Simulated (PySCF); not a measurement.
# C₇H₉NO: runs on many settings

Aim: see how C₇H₉NO (`C=C(C)C#CC(=O)NC`) answers to the choice of functional, basis, grid and SCF options, and what happens with inputs that are wrong on purpose.

The runs use PySCF 2.14.0, with density-fitted response routines of our own; the level of theory stands in each step. All values are computed, except where a source is named. Atoms are numbered from 0 throughout.

**1. The molecule as given**

18 atoms, charge 0, multiplicity 1; geometry from: GFN2-xTB.

Bonds of the start (Å): C0–C1 1.33, C1–C2 1.50, C1–C3 1.42, C3–C4 1.21, C4–C5 1.44, C5–O6 1.21, C5–N7 1.36, N7–C8 1.44, C0–H9 1.08, C0–H10 1.08, C2–H11 1.09, C2–H12 1.09, C2–H13 1.09, N7–H14 1.01, C8–H15 1.09, C8–H16 1.09, C8–H17 1.09.

**2. Shielding tensors: PBE0/pcSseg-1**

What the job is given:

```
{"job": {"kind": "nmr", "xc": "PBE0", "basis": "pcSseg-1"}, "charge": 0, "multiplicity": 1}
C     -2.768815     1.082548    -1.307275
C     -2.311295     0.197720    -0.423303
C     -3.190785    -0.613180     0.479777
C     -0.922854    -0.040897    -0.286590
C      0.262513    -0.237560    -0.172651
C      1.649482    -0.586952     0.016618
O      2.010542    -1.523771     0.699171
N      2.496235     0.237634    -0.651926
C      3.924614     0.055172    -0.627123
H     -3.823340     1.266341    -1.422261
H     -2.105527     1.644979    -1.941932
H     -4.238109    -0.381180     0.305225
H     -3.024823    -1.675705     0.306721
H     -2.947306    -0.406811     1.521305
H      2.118859     0.995450    -1.198119
H      4.128043    -0.810350     0.002246
H      4.422789     0.932703    -0.208829
H      4.311020    -0.129824    -1.632231
```

With the program's defaults for keys left out, this is: GIAO PBE0/pcSseg-1 NMR shielding, non-relativistic, gas phase.

Command:

```
> OMP_NUM_THREADS=1 python probes_run.py task.json out
```

This one command runs all jobs of the session in turn.

Standard output:

```text
coarse grid: 15336 points
cycle   1  E = -401.3279829443  dE =  1.482e+00  |g| = 8.787e-01  |ddm| = 4.099e+00
cycle   2  E = -400.7302658439  dE =  5.977e-01  |g| = 1.920e+00  |ddm| = 3.505e+00
cycle   3  E = -401.4745110355  dE = -7.442e-01  |g| = 2.406e-01  |ddm| = 2.825e+00
cycle   4  E = -401.4869361031  dE = -1.243e-02  |g| = 8.751e-02  |ddm| = 2.832e-01
cycle   5  E = -401.4882194514  dE = -1.283e-03  |g| = 3.847e-02  |ddm| = 7.660e-02
cycle   6  E = -401.4885343204  dE = -3.149e-04  |g| = 1.268e-02  |ddm| = 3.790e-02
cycle   7  E = -401.4885684483  dE = -3.413e-05  |g| = 5.034e-03  |ddm| = 1.186e-02
cycle   8  E = -401.4885740663  dE = -5.618e-06  |g| = 1.192e-03  |ddm| = 4.459e-03
final grid: 149008 points
cycle   9  E = -401.5513888459  dE = -2.364e-05  |g| = 1.296e-02  |ddm| = 7.277e-02
cycle  10  E = -401.5512977616  dE =  9.108e-05  |g| = 2.499e-02  |ddm| = 3.525e-02
cycle  11  E = -401.5514226992  dE = -1.249e-04  |g| = 2.984e-03  |ddm| = 2.537e-02
cycle  12  E = -401.5514246469  dE = -1.948e-06  |g| = 2.628e-04  |ddm| = 2.565e-03
cycle  13  E = -401.5514246605  dE = -1.366e-08  |g| = 1.146e-04  |ddm| = 4.085e-04
cycle  14  E = -401.5514246628  dE = -2.220e-09  |g| = 6.531e-05  |ddm| = 1.330e-04
cycle  15  E = -401.5514246638  dE = -1.037e-09  |g| = 1.640e-05  |ddm| = 6.129e-05
cycle  16  E = -401.5514246639  dE = -5.616e-11  |g| = 5.418e-06  |ddm| = 1.955e-05
converged SCF energy = -401.5514246639

GIAO shielding tensors (ppm)
atom      isotropic    diamagn.    paramagn.     s11        s22        s33       span
  0 C       52.703     252.177    -199.474    -64.496     73.203    149.401    213.898
  1 C       52.532     266.395    -213.863    -62.123     59.586    160.134    222.257
  2 C      160.547     244.489     -83.942    146.342    148.182    187.115     40.773
  3 C       96.317     258.751    -162.434     12.909     15.699    260.343    247.434
  4 C       94.194     255.024    -160.830     16.204     40.601    225.778    209.574
  5 C       32.203     254.570    -222.368    -62.165     65.842     92.931    155.096
  6 O      -80.236     404.017    -484.253   -401.946   -201.084    362.322    764.268
  7 N      137.552     332.162    -194.610     37.628    156.010    219.019    181.391
  8 C      160.923     239.813     -78.890    130.692    165.370    186.708     56.016
  9 H       25.900      29.566      -3.666     22.688     25.148     29.864      7.176
 10 H       25.935      33.125      -7.190     22.431     24.746     30.628      8.197
 11 H       29.859      27.867       1.992     25.887     28.395     35.293      9.406
 12 H       29.510      28.311       1.199     25.748     28.314     34.467      8.718
 13 H       29.548      28.852       0.695     25.860     28.292     34.491      8.632
 14 H       26.858      38.053     -11.194     20.178     29.552     30.844     10.666
 15 H       27.197      27.422      -0.224     22.912     27.564     31.116      8.203
 16 H       29.222      26.146       3.076     23.668     27.501     36.498     12.830
 17 H       29.220      25.615       3.604     23.629     27.540     36.489     12.860
```

Run time: 91 s. Hardware: 1 thread, shared host.

The references, computed at this level on geometries of the same kind, shield at (ppm): 1H TMS 31.72, 13C TMS 186.9, 15N NH3 267.7, 17O H2O 336.1. Their shielding less the atom's gives the shift. The references are single molecules in the gas phase, so shifts against H2O, NH3, PH3, H3PO4 or CFCl3 are not on the usual liquid scales and can be off by tens of ppm. Atoms listed in one row are averaged.

```tsv
atoms	environment	σ (ppm)	δ (ppm)	δ scaled to CDCl3
C5	amide carbonyl carbon	32.2	154.7	149.1
C1	fully substituted alkene carbon	52.5	134.4	129.3
C0	terminal =CH2 carbon	52.7	134.2	129.1
C4	alkyne carbon	94.2	92.7	88.6
C3	alkyne carbon	96.3	90.6	86.5
C2	allylic methyl carbon	160.5	26.4	23.8
C8	methyl carbon bonded to N	160.9	26.0	23.5
H9	hydrogen on a terminal =CH2 carbon	25.90	5.82	5.59
H10	hydrogen on a terminal =CH2 carbon	25.94	5.78	5.56
H14	hydrogen on an amide-type nitrogen	26.86	4.86	–
H15, H16, H17	hydrogen on a methyl carbon bonded to N	28.55	3.17	3.09
H11, H12, H13	hydrogen on an allylic methyl carbon	29.64	2.08	2.06
O6	amide-type carbonyl oxygen	-80.2	416.3	–
N7	amide-type nitrogen	137.6	130.2	–
```

The scaled column applies a straight-line fit of computed shieldings to shifts measured in CDCl3 (root-mean-square error 0.16 ppm for H, 1.9 ppm for C).

The run also stored atomic charges by several schemes (e):

```tsv
atoms	Mulliken	IAO	Hirshfeld	ESP fit
C0	-0.03	-0.30	-0.09	-0.60
C1	-0.55	0.01	0.02	0.28
C2	-0.14	-0.42	-0.11	-0.43
C3	0.29	-0.01	-0.02	0.11
C4	-0.09	-0.11	-0.06	-0.53
C5	0.35	0.42	0.17	0.87
O6	-0.42	-0.49	-0.28	-0.54
N7	-0.53	-0.33	-0.10	-0.54
C8	-0.09	-0.32	-0.06	-0.12
```

Mayer bond orders: C0–C1 1.94, C1–C2 1.06, C1–C3 1.06, C3–C4 2.10, C4–C5 1.03, C5–O6 1.88, C5–N7 1.15, N7–C8 0.94.

**3. Ultraviolet spectrum: PBE0/def2-SVPD**

Settings changed since step 2:

```diff
@@ -1,2 +1,2 @@
-{"job": {"kind": "nmr", "xc": "PBE0", "basis": "pcSseg-1"}, "charge": 0, "multiplicity": 1}
+{"job": {"kind": "uv", "xc": "PBE0", "basis": "def2-SVPD", "nstates": 6, "ntriplets": 2}, "charge": 0, "multiplicity": 1}
 C     -2.768815     1.082548    -1.307275
```

Method: TDDFT PBE0/def2-SVPD, vertical, gas phase, core orbitals frozen in the response.

Standard output:

```text
coarse grid: 15336 points
cycle   1  E = -401.1102693942  dE =  1.400e+00  |g| = 8.432e-01  |ddm| = 1.149e+01
cycle   2  E = -400.5059675943  dE =  6.043e-01  |g| = 1.898e+00  |ddm| = 5.756e+00
cycle   3  E = -401.2532697213  dE = -7.473e-01  |g| = 2.206e-01  |ddm| = 3.521e+00
cycle   4  E = -401.2639329913  dE = -1.066e-02  |g| = 8.689e-02  |ddm| = 6.607e-01
cycle   5  E = -401.2652299352  dE = -1.297e-03  |g| = 4.076e-02  |ddm| = 1.866e-01
cycle   6  E = -401.2656041819  dE = -3.742e-04  |g| = 1.241e-02  |ddm| = 9.641e-02
cycle   7  E = -401.2656389623  dE = -3.478e-05  |g| = 4.495e-03  |ddm| = 2.487e-02
cycle   8  E = -401.2656435230  dE = -4.561e-06  |g| = 1.091e-03  |ddm| = 9.801e-03
final grid: 149008 points
cycle   9  E = -401.3272286130  dE = -2.801e-05  |g| = 1.204e-02  |ddm| = 2.102e-01
cycle  10  E = -401.3271470904  dE =  8.152e-05  |g| = 2.317e-02  |ddm| = 5.554e-02
cycle  11  E = -401.3272591680  dE = -1.121e-04  |g| = 2.851e-03  |ddm| = 3.340e-02
cycle  12  E = -401.3272610337  dE = -1.866e-06  |g| = 2.492e-04  |ddm| = 5.341e-03
cycle  13  E = -401.3272610458  dE = -1.202e-08  |g| = 1.247e-04  |ddm| = 1.110e-03
cycle  14  E = -401.3272610485  dE = -2.688e-09  |g| = 7.340e-05  |ddm| = 3.640e-04
cycle  15  E = -401.3272610498  dE = -1.369e-09  |g| = 1.638e-05  |ddm| = 1.459e-04
cycle  16  E = -401.3272610499  dE = -5.150e-11  |g| = 6.431e-06  |ddm| = 5.012e-05
converged SCF energy = -401.3272610499

Static polarisability (au): isotropic 104.236, principal 62.240 96.066 154.403

Singlet excitations
state   eV       nm        f      main configurations
  1   4.4899    276.1   0.00193   H-2->L 0.58, H-1->L 0.32
  2   5.0669    244.7   0.41257   H->L 0.86
  3   5.2574    235.8   0.00602   H-3->L 0.89
  4   5.3959    229.8   0.07792   H-1->L 0.58, H-2->L 0.32
  5   6.3540    195.1   0.00559   H->L+2 0.52, H->L+4 0.23, H->L+1 0.11
  6   6.5615    189.0   0.00026   H->L+1 0.77

Triplet excitations (Tamm-Dancoff, eV): 3.2284 4.1562
```

Run time: 2.2 min. Hardware: 1 thread, shared host.

The orbitals next to the gap, with their largest atomic shares:

```tsv
orbital	eV	atoms
HOMO−3	-8.49	C4 32 %, C3 28 %, O6 16 %
HOMO−2	-7.63	O6 51 %, N7 12 %, C4 10 %
HOMO−1	-7.58	O6 39 %, N7 27 %, C5 8 %
HOMO	-7.21	C0 24 %, C4 19 %, C1 16 %
LUMO	-1.54	C0 22 %, C1 14 %, C4 14 %
LUMO+1	0.44	H14 16 %, C4 12 %, C8 11 %
LUMO+2	0.65	C3 14 %, C4 14 %, C5 13 %
```

With each of the 6 states as a Gaussian band of 0.4 eV half-width at 1/e, the curve within the window shown has maxima at 243 nm (ε 19,000) L/(mol cm). Beyond the last state computed it falls off for lack of states. The curve at chosen wavelengths:

(nm, ε (L/mol/cm)): (181, 51), (187, 146), (192, 221), (198, 252), (203, 304), (209, 726), (214, 1769), (220, 4349), (225, 7723), (231, 12623), (236, 16279), (242, 18550), (247, 18057), (253, 15068), (258, 11588), (264, 7511), (269, 4802), (275, 2574), (280, 1443), (286, 685), (291, 359), (297, 164), (302, 86), (308, 41), (313, 22), (319, 11)

Ground-state properties from the same run:

```tsv
property	computed
dipole moment (D)	3.88
polarisability (Å³)	15.45
HOMO–LUMO gap (eV)	5.67
−ε(HOMO) (eV)	7.22
```

**4. NMR shieldings: BLYP/def2-SVPD**

Settings changed since step 3:

```diff
@@ -1,2 +1,2 @@
-{"job": {"kind": "uv", "xc": "PBE0", "basis": "def2-SVPD", "nstates": 6, "ntriplets": 2}, "charge": 0, "multiplicity": 1}
+{"job": {"kind": "nmr", "xc": "BLYP", "basis": "def2-SVPD", "pop": true, "scf": {"guess": "random", "max_cycle": 64}}, "charge": 0, "multiplicity": 1}
 C     -2.768815     1.082548    -1.307275
```

Level: GIAO BLYP/def2-SVPD NMR shielding, non-relativistic, gas phase.

Standard output:

```text
start from random orthonormal orbitals
final grid: 149008 points
cycle   1  E = -309.6210921488  dE = -2.465e+02  |g| = 1.169e+01  |ddm| = 4.208e+04
cycle   2  E = -260.8169520188  dE =  4.880e+01  |g| = 1.261e+01  |ddm| = 1.664e+03
cycle   3  E = -286.8082250115  dE = -2.599e+01  |g| = 1.031e+01  |ddm| = 3.365e+02
cycle   4  E = -232.6900253731  dE =  5.412e+01  |g| = 1.585e+01  |ddm| = 5.689e+02
cycle   5  E = -365.5845713163  dE = -1.329e+02  |g| = 7.771e+00  |ddm| = 5.379e+02
cycle   6  E = -389.1465145376  dE = -2.356e+01  |g| = 5.657e+00  |ddm| = 1.019e+02
cycle   7  E = -397.0855922046  dE = -7.939e+00  |g| = 2.922e+00  |ddm| = 6.361e+01
cycle   8  E = -382.9216530064  dE =  1.416e+01  |g| = 6.420e+00  |ddm| = 6.758e+01
cycle   9  E = -401.2410353897  dE = -1.832e+01  |g| = 1.171e+00  |ddm| = 2.489e+01
cycle  10  E = -400.6746582097  dE =  5.664e-01  |g| = 2.043e+00  |ddm| = 6.110e+00
cycle  11  E = -401.5715951143  dE = -8.969e-01  |g| = 5.262e-01  |ddm| = 3.597e+00
cycle  12  E = -401.6158052220  dE = -4.421e-02  |g| = 3.400e-01  |ddm| = 1.345e+00
cycle  13  E = -401.6416699850  dE = -2.586e-02  |g| = 1.381e-01  |ddm| = 8.529e-01
cycle  14  E = -401.6466350283  dE = -4.965e-03  |g| = 3.700e-02  |ddm| = 3.304e-01
cycle  15  E = -401.6469514991  dE = -3.165e-04  |g| = 1.380e-02  |ddm| = 1.254e-01
cycle  16  E = -401.6469595869  dE = -8.088e-06  |g| = 1.318e-02  |ddm| = 3.472e-02
cycle  17  E = -401.6470026171  dE = -4.303e-05  |g| = 2.040e-03  |ddm| = 2.706e-02
cycle  18  E = -401.6470036418  dE = -1.025e-06  |g| = 7.605e-04  |ddm| = 7.377e-03
cycle  19  E = -401.6470037480  dE = -1.061e-07  |g| = 3.078e-04  |ddm| = 1.742e-03
cycle  20  E = -401.6470037695  dE = -2.154e-08  |g| = 1.093e-04  |ddm| = 8.743e-04
cycle  21  E = -401.6470037725  dE = -2.993e-09  |g| = 4.356e-05  |ddm| = 2.912e-04
cycle  22  E = -401.6470037730  dE = -5.263e-10  |g| = 6.556e-06  |ddm| = 1.142e-04
converged SCF energy = -401.6470037730

GIAO shielding tensors (ppm)
atom      isotropic    diamagn.    paramagn.     s11        s22        s33       span
  0 C       69.521     303.575    -234.054    -30.857     84.803    154.617    185.473
  1 C       61.191     295.424    -234.233    -35.941     59.228    160.287    196.228
  2 C      163.428     262.619     -99.192    148.234    152.552    189.496     41.262
  3 C      106.815     179.450     -72.636     34.492     35.885    250.067    215.575
  4 C      103.524     239.910    -136.386     34.492     55.370    220.710    186.218
  5 C       45.459     287.570    -242.111    -33.794     73.258     96.912    130.706
  6 O      -36.269     385.462    -421.731   -337.108   -129.772    358.074    695.182
  7 N      142.568     295.512    -152.944     51.088    164.788    211.828    160.740
  8 C      163.553     247.343     -83.790    134.892    166.004    189.762     54.870
  9 H       26.286      28.898      -2.611     23.291     25.829     29.739      6.448
 10 H       26.306      45.945     -19.639     23.142     25.536     30.239      7.097
 11 H       30.041      16.732      13.310     26.546     29.060     34.519      7.973
 12 H       29.731      27.860       1.871     26.512     28.771     33.909      7.397
 13 H       29.774      31.774      -2.001     26.633     28.738     33.950      7.317
 14 H       26.735      47.139     -20.404     21.006     28.820     30.380      9.374
 15 H       27.261      32.031      -4.770     23.414     28.062     30.307      6.894
 16 H       29.433      28.328       1.105     24.405     27.897     35.997     11.592
 17 H       29.429      26.369       3.059     24.372     27.922     35.992     11.620
```

It took 4.3 min on 1 thread, shared host.

Despite a poor start guess, the SCF converged in 22 cycles.

In short: δ C5 141.6, C1 125.9, C0 117.6, C4 83.6, H9 5.66, H10 5.64 ppm.

**5. NMR shieldings: PBE0/6-31G**

What the job is given:

```
{"job": {"kind": "nmr", "xc": "PBE0", "basis": "6-31G", "pop": true, "scf": {"damp": 0.9, "max_cycle": 88}}, "charge": 0, "multiplicity": 1}
C     -5.233060     2.046016    -2.470750
C     -4.368348     0.373691    -0.800043
C     -6.030584    -1.158910     0.906779
C     -1.744194    -0.077295    -0.541655
C      0.496150    -0.448988    -0.326310
C      3.117521    -1.109339     0.031408
O      3.799924    -2.879927     1.321433
N      4.717884     0.449128    -1.232140
C      7.417520     0.104275    -1.185262
H     -7.226113     2.393384    -2.688073
H     -3.979446     3.109010    -3.670251
H     -8.010026    -0.720430     0.576875
H     -5.716915    -3.167082     0.579703
H     -5.570408    -0.768873     2.875266
H      4.004644     1.881400    -2.264445
H      7.802001    -1.531562     0.004245
H      8.359071     1.762809    -0.394687
H      8.147828    -0.245367    -3.084917
```

Method: GIAO PBE0/6-31G NMR shielding, non-relativistic, gas phase.

Standard output:

```text
damping 0.90 in the first 6 cycles
final grid: 149008 points
cycle   1  E = -395.4314076368  dE =  1.310e+00  |g| = 2.140e+00  |ddm| = 3.264e+00
cycle   2  E = -395.2544431219  dE =  1.770e-01  |g| = 2.257e+00  |ddm| = 3.319e+00
cycle   3  E = -396.0794958650  dE = -8.251e-01  |g| = 1.939e+00  |ddm| = 3.414e+00
cycle   4  E = -396.1906407701  dE = -1.111e-01  |g| = 1.845e+00  |ddm| = 3.353e+00
cycle   5  E = -396.1028929033  dE =  8.775e-02  |g| = 1.940e+00  |ddm| = 3.329e+00
cycle   6  E = -331.4476899736  dE =  6.466e+01  |g| = 6.307e+00  |ddm| = 6.884e+00
cycle   7  E = -266.2997379145  dE =  6.515e+01  |g| = 6.458e+00  |ddm| = 1.988e+01
cycle   8  E = -337.1076170621  dE = -7.081e+01  |g| = 5.329e+00  |ddm| = 2.168e+01
cycle   9  E = -334.8019953541  dE =  2.306e+00  |g| = 6.062e+00  |ddm| = 1.264e+01
cycle  10  E = -366.0319939873  dE = -3.123e+01  |g| = 5.227e+00  |ddm| = 5.084e+00
[... 68 cycles left out ...]
cycle  79  E = -383.6824524075  dE = -1.466e+00  |g| = 4.023e+00  |ddm| = 5.719e+00
cycle  80  E = -385.0599574734  dE = -1.378e+00  |g| = 4.331e+00  |ddm| = 5.608e+00
cycle  81  E = -378.3513105229  dE =  6.709e+00  |g| = 4.541e+00  |ddm| = 3.388e+00
cycle  82  E = -393.6158686502  dE = -1.526e+01  |g| = 2.604e+00  |ddm| = 3.601e+00
cycle  83  E = -371.1831541968  dE =  2.243e+01  |g| = 4.495e+00  |ddm| = 5.630e+00
cycle  84  E = -386.2093077082  dE = -1.503e+01  |g| = 3.426e+00  |ddm| = 5.832e+00
cycle  85  E = -367.2190226668  dE =  1.899e+01  |g| = 5.305e+00  |ddm| = 6.413e+00
cycle  86  E = -395.8534122904  dE = -2.863e+01  |g| = 2.144e+00  |ddm| = 5.352e+00
cycle  87  E = -383.6145508950  dE =  1.224e+01  |g| = 4.538e+00  |ddm| = 4.744e+00
cycle  88  E = -387.1595437777  dE = -3.545e+00  |g| = 3.869e+00  |ddm| = 5.254e+00
SCF not converged, last energy = -387.1595437777
```

Wall time 70 s (1 thread, shared host).

Why it failed: All coordinates were scaled by 1.89, as when Å and bohr are mixed up; on that geometry the gradient is still 3.9e+00 after 88 cycles. Cure: restore the coordinates. Numbers printed on the way are no properties of the molecule.

**6. TDDFT and polarisability: BP86/def2-SVP**

What the job is given:

```
{"job": {"kind": "uv", "xc": "BP86", "basis": "def2-SVP", "nstates": 1, "ntriplets": 5, "tda": false}, "charge": 0, "multiplicity": 1}
C     -2.768815     1.082548    -1.307275
C     -2.311295     0.197720    -0.423303
C     -3.190785    -0.613180     0.479777
C     -0.922854    -0.040897    -0.286590
C      0.262513    -0.237560    -0.172651
C      1.649482    -0.586952     0.016618
O      2.010542    -1.523771     0.699171
N      2.496235     0.237634    -0.651926
C      3.924614     0.055172    -0.627123
H     -3.823340     1.266341    -1.422261
H     -2.105527     1.644979    -1.941932
H     -4.238109    -0.381180     0.305225
H     -3.024823    -1.675705     0.306721
H     -2.947306    -0.406811     1.521305
H      2.118859     0.995450    -1.198119
H      4.128043    -0.810350     0.002246
H      4.422789     0.932703    -0.208829
H      4.311020    -0.129824    -1.632231
```

Method: TDDFT BP86/def2-SVP, vertical, gas phase, core orbitals frozen in the response.

Standard output:

```text
coarse grid: 15336 points
cycle   1  E = -401.4640410134  dE =  1.193e+00  |g| = 9.935e-01  |ddm| = 4.899e+00
cycle   2  E = -399.3894373456  dE =  2.075e+00  |g| = 2.952e+00  |ddm| = 5.825e+00
cycle   3  E = -401.5820903103  dE = -2.193e+00  |g| = 6.056e-01  |ddm| = 5.355e+00
cycle   4  E = -401.6570664936  dE = -7.498e-02  |g| = 3.323e-01  |ddm| = 9.716e-01
cycle   5  E = -401.6650445446  dE = -7.978e-03  |g| = 2.795e-01  |ddm| = 4.869e-01
cycle   6  E = -401.6846728651  dE = -1.963e-02  |g| = 5.528e-02  |ddm| = 2.690e-01
cycle   7  E = -401.6853823397  dE = -7.095e-04  |g| = 1.996e-02  |ddm| = 6.177e-02
cycle   8  E = -401.6854757609  dE = -9.342e-05  |g| = 5.773e-03  |ddm| = 2.216e-02
cycle   9  E = -401.6854819677  dE = -6.207e-06  |g| = 3.064e-03  |ddm| = 8.548e-03
final grid: 149008 points
cycle  10  E = -401.7698185903  dE = -1.968e-05  |g| = 1.337e-02  |ddm| = 5.366e-02
cycle  11  E = -401.7695001090  dE =  3.185e-04  |g| = 3.795e-02  |ddm| = 5.605e-02
cycle  12  E = -401.7698557186  dE = -3.556e-04  |g| = 5.103e-03  |ddm| = 4.712e-02
cycle  13  E = -401.7698614760  dE = -5.757e-06  |g| = 1.385e-03  |ddm| = 6.043e-03
cycle  14  E = -401.7698620320  dE = -5.560e-07  |g| = 3.945e-04  |ddm| = 1.725e-03
cycle  15  E = -401.7698620708  dE = -3.877e-08  |g| = 1.017e-04  |ddm| = 6.012e-04
cycle  16  E = -401.7698620775  dE = -6.685e-09  |g| = 6.294e-05  |ddm| = 1.414e-04
cycle  17  E = -401.7698620784  dE = -9.226e-10  |g| = 2.000e-05  |ddm| = 7.092e-05
converged SCF energy = -401.7698620784

Static polarisability (au): isotropic 94.560, principal 47.842 84.770 151.068

Singlet excitations
state   eV       nm        f      main configurations
  1   3.6544    339.3   0.00100   H->L 0.98

Triplet excitations (Tamm-Dancoff, eV): 3.2198 3.4317 3.5844 4.5688 5.0925
```

Run time: 91 s. Hardware: 1 thread, shared host.

This run: HOMO -5.79 eV, LUMO -2.23 eV; lowest singlet 3.65 eV.

**7. Side by side: NMR shifts**

Shifts (ppm) of some atoms, chosen among heavy atoms and hydrogens apart, with basis size and wall time:

```tsv
run	C5	C0	C4	C3	H9	H14	O6	functions	time
PBE0/pcSseg-1	154.7	134.2	92.7	90.6	5.82	4.86	416.3	198	91 s
BLYP/def2-SVPD	141.6	117.6	83.6	80.3	5.66	5.21	372.0	255	4.3 min
```

**8. Side by side: electronic excitations**

Excitations and ground-state properties, with basis size and wall time:

```tsv
run	lowest singlet (eV)	brightest (eV)	f	gap (eV)	α (Å³)	μ (D)	functions	time
PBE0/def2-SVPD	4.49	5.07	0.413	5.67	15.45	3.88	255	2.2 min
BP86/def2-SVP	3.65	3.65	0.001	3.56	14.01	3.47	171	91 s
```

**9. What came out**

| quantity | value |
| --- | --- |
| 13C shifts against TMS (PBE0/pcSseg-1) | 154.7, 134.4, 134.2, 92.7, 90.6, 26.4, 26.0 ppm |
| 1H shifts against TMS (PBE0/pcSseg-1, means over atoms taken as alike) | 5.82, 5.78, 4.86, 3.17, 2.08 ppm |
| 17O shifts against H2O (PBE0/pcSseg-1) | 416.3 ppm |
| 15N shifts against NH3 (PBE0/pcSseg-1) | 130.2 ppm |
| lowest singlet (PBE0/def2-SVPD) | 4.49 eV (276 nm), f = 0.002 |
| brightest single state of those computed | state 2, 5.07 eV, f = 0.413 |
| lowest triplet | 3.23 eV |
| range of the shift of O6 | 372.0 to 416.3 ppm |
| range of the lowest singlet | 3.65 to 4.49 eV |
| property runs in this session | 5, of which 1 failed and 0 gave unsound results |

What this shows: Single values in the summary come from the first run of each kind that ended normally (PBE0/pcSseg-1; PBE0/def2-SVPD), which need not be the best level. The most deshielded carbon is C5 (amide carbonyl carbon), at 154.7 ppm: it is a carbonyl in resonance with an O or N lone pair, the region of acids, esters and amides. At PBE0/pcSseg-1: Shielding is most anisotropic at O6 (span 764 ppm, paramagnetic term -484 ppm). The first singlet state (HOMO−2→LUMO 0.58, HOMO−1→LUMO 0.32) lies at 4.49 eV and is weak; of the 6 states computed, the strongest absorption comes from state 2 at 5.07 eV. The lowest triplet lies 1.26 eV below the lowest singlet (triplets in Tamm-Dancoff, singlets in full TDDFT). Across the 2 runs the shift of O6 moves most, between 372.0 (BLYP/def2-SVPD) and 416.3 ppm (PBE0/pcSseg-1). The lowest singlet runs from 3.65 eV (BP86/def2-SVP) to 4.49 eV (PBE0/def2-SVPD), while the orbital gap spans 3.56 to 5.67 eV. The lowest state need not be the same one in every run. The runs solved for a few states only, so the brightest column depends on that window.
